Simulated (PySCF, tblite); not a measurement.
# C4H6BF2O2 radical: geometry, infrared bands and EPR parameters

Aim: predict the infrared bands and EPR parameters of C4H6BF2O2 radical (`COC(=O)C[CH]B(F)F`).

The runs use tblite 0.8.0 and PySCF 2.14.0, with density-fitted response routines of our own; the level of theory stands in each step. All values are computed, except where a source is named. Atoms count from 0, in the outputs and in this text.

### 1 The starting structure

15 atoms, charge 0, multiplicity 2; geometry from: force field or distance geometry start.

Bonds of the start (Å): C0–O1 1.41, O1–C2 1.38, C2–O3 1.29, C2–C4 1.49, C4–C5 1.50, C5–B6 1.58, B6–F7 1.46, B6–F8 1.46, C0–H9 1.11, C0–H10 1.09, C0–H11 1.12, C4–H12 1.12, C4–H13 1.13, C5–H14 1.12.

### 2 Optimising the geometry with GFN2-xTB

Job settings and geometry (Å):

```
{"job": {"kind": "relax", "xc": "GFN2-xTB", "basis": "xTB"}, "charge": 0, "multiplicity": 2}
C      2.866000     0.885700    -0.366100
O      1.872800    -0.110900    -0.458100
C      0.571500     0.045500    -0.041800
O      0.170400     1.172200     0.429200
C     -0.470700    -1.011600    -0.125800
C     -1.818500    -0.583400     0.364400
B     -2.744400     0.056400    -0.746400
F     -3.974700    -0.636300    -1.106000
F     -2.868500     1.506000    -0.691600
H      2.449200     1.911400    -0.285300
H      3.541700     0.740000    -1.209500
H      3.446700     0.656800     0.569200
H     -0.155500    -1.855500     0.535000
H     -0.498800    -1.340100    -1.211700
H     -2.391800    -1.428200     0.817000
```

On the command line:

```
$ OMP_NUM_THREADS=1 python probes_run.py task.json out
```

One launch serves the whole session: the jobs run in the order shown.

**Question.** This job is followed by: GFN2-xTB harmonic vibrations, gas phase; UKS B3LYP, pcH-1 on B C F H O, non-relativistic, mean-field spin-orbit, GIAO. Predict these results of the whole session: strongest single infrared mode (GFN2-xTB); zero-point energy (GFN2-xTB); g(iso) (B3LYP); ⟨S²⟩; largest a(iso) (averaged by class); surface potential, 1st and 99th percentile.

As calculated:

| quantity | value |
| --- | --- |
| strongest single infrared mode (GFN2-xTB) | 1791 cm⁻¹, 502 km/mol |
| zero-point energy (GFN2-xTB) | 63.7 kcal/mol |
| g(iso) (B3LYP) | 2.00311 |
| ⟨S²⟩ | 0.753 (exact 0.75) |
| largest a(iso) (averaged by class) | 13C on C2, 87.7 MHz |
| surface potential, 1st and 99th percentile | -1.40 V and 1.43 V |

**Reading.** Relaxing lowered the energy by 2.459 eV in 165 steps; the close pair that moved most is B6–F7, from 1.457 to 1.329 Å. The lowest mode is imaginary (40i cm⁻¹), so the xTB geometry is not a minimum. The strongest single mode, at 1791 cm⁻¹, moves mainly C2 and O3. Unscaled tight-binding wavenumbers are off by several per cent, some by more. Its intensities can rank the bands wrongly. C5 carries the largest spin population, 0.91 e. The isotropic g lies 0.8 ppt above the free-electron value.
